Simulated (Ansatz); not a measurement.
Working through a scan of the energy under strain of GeBr₂, space group P4_2/mnm

Program: Ansatz 0.2.0 through its Python package.

Run as a notebook:

In [1]:
```python
import ansatz as az
import numpy as np
```

In [2]:
```python
vectors0 = np.array([
    [6.6857388, 0.0, 0.0],
    [0.0, 6.6857388, 0.0],
    [0.0, 0.0, 4.0929186],
])
sites = [
    ("Ge", (0.0, 0.0, 0.0)),
    ("Ge", (0.5, 0.5, 0.5)),
    ("Br", (0.2976057, 0.2976057, 0.0)),
    ("Br", (0.7023943, 0.7023943, 0.0)),
    ("Br", (0.2023943, 0.7976057, 0.5)),
    ("Br", (0.7976057, 0.2023943, 0.5)),
]
```

In [3]:
```python
def make_crystal(cell):
    crystal = az.Crystal(lattice=az.Lattice.of(cell))
    for symbol, position in sites:
        crystal = crystal.atom(symbol, position)
    return crystal
```

In [4]:
```python
# clamped ions: the fractional positions stay as typed
values = np.linspace(-0.05, 0.05, 7)
energies = []
for d in values:
    strain = np.diag([0, 0, d])
    cell = vectors0 @ (np.eye(3) + strain)
    calc = (
        make_crystal(cell).calculation()
        .functional(az.Functional.PBESOL, dispersion="d3bj")
        .pseudopotentials("paw")
        .occupations("fermi_dirac", width=0.02)
        .basis(520)
        .kpoints(4, 4, 6)
    )
    report = calc.run(threads=1).report
    energies.append(report["free_energy_ev"] / len(sites))
    print(f"d = {d:+.4f}  F = {energies[-1]:.5f} eV/atom")
energies = np.array(energies)

for value, e in zip(values, energies):
    print(f"strain {value:7.3f}   E - Emin = {1000 * (e - energies.min()):9.3f} meV/atom")
np.savetxt("strain.csv", np.column_stack([values, energies]), fmt="%.6f", delimiter=",", header="strain,energy_eV_per_atom")
curvature = 2 * np.polyfit(values, energies, 3)[1]
volume = abs(np.linalg.det(vectors0)) / len(sites)
print(f"d2E/dd2 over the volume: {curvature / volume * 160.21766:.1f} GPa")
```
```text
d = -0.0500  F = -3242.87607 eV/atom
d = -0.0333  F = -3242.87684 eV/atom
d = -0.0167  F = -3242.87423 eV/atom
d = +0.0000  F = -3242.86860 eV/atom
d = +0.0167  F = -3242.86025 eV/atom
d = +0.0333  F = -3242.84950 eV/atom
d = +0.0500  F = -3242.83665 eV/atom
strain  -0.050   E - Emin =     0.766 meV/atom
strain  -0.033   E - Emin =     0.000 meV/atom
strain  -0.017   E - Emin =     2.608 meV/atom
strain   0.000   E - Emin =     8.243 meV/atom
strain   0.017   E - Emin =    16.587 meV/atom
strain   0.033   E - Emin =    27.339 meV/atom
strain   0.050   E - Emin =    40.193 meV/atom
d2E/dd2 over the volume: 51.5 GPa
```

`strain.csv`, as written:
```csv
# strain,energy_eV_per_atom
-0.050000,-3242.876073
-0.033333,-3242.876840
-0.016667,-3242.874232
0.000000,-3242.868597
0.016667,-3242.860253
0.033333,-3242.849501
0.050000,-3242.836647
```

Against the unstrained cell the energy per atom changes by -7.48 meV at one end of the scan and +31.95 meV at the other, and its second derivative over the volume is 51.5 GPa.

Notes:
- Total energies depend on the potentials; only differences at equal settings carry meaning.
- The curvature belongs to this strain pattern and to the cell's stress; it equals a single elastic constant only for simple patterns.
- This cell is a computed structure, which may not be the phase found in nature.
- The ions keep their fractional positions (clamped ions).
- The whole script took 60 s on 1 thread of Arm Neoverse V1, with other jobs on the host, peak memory 0.56 GiB.
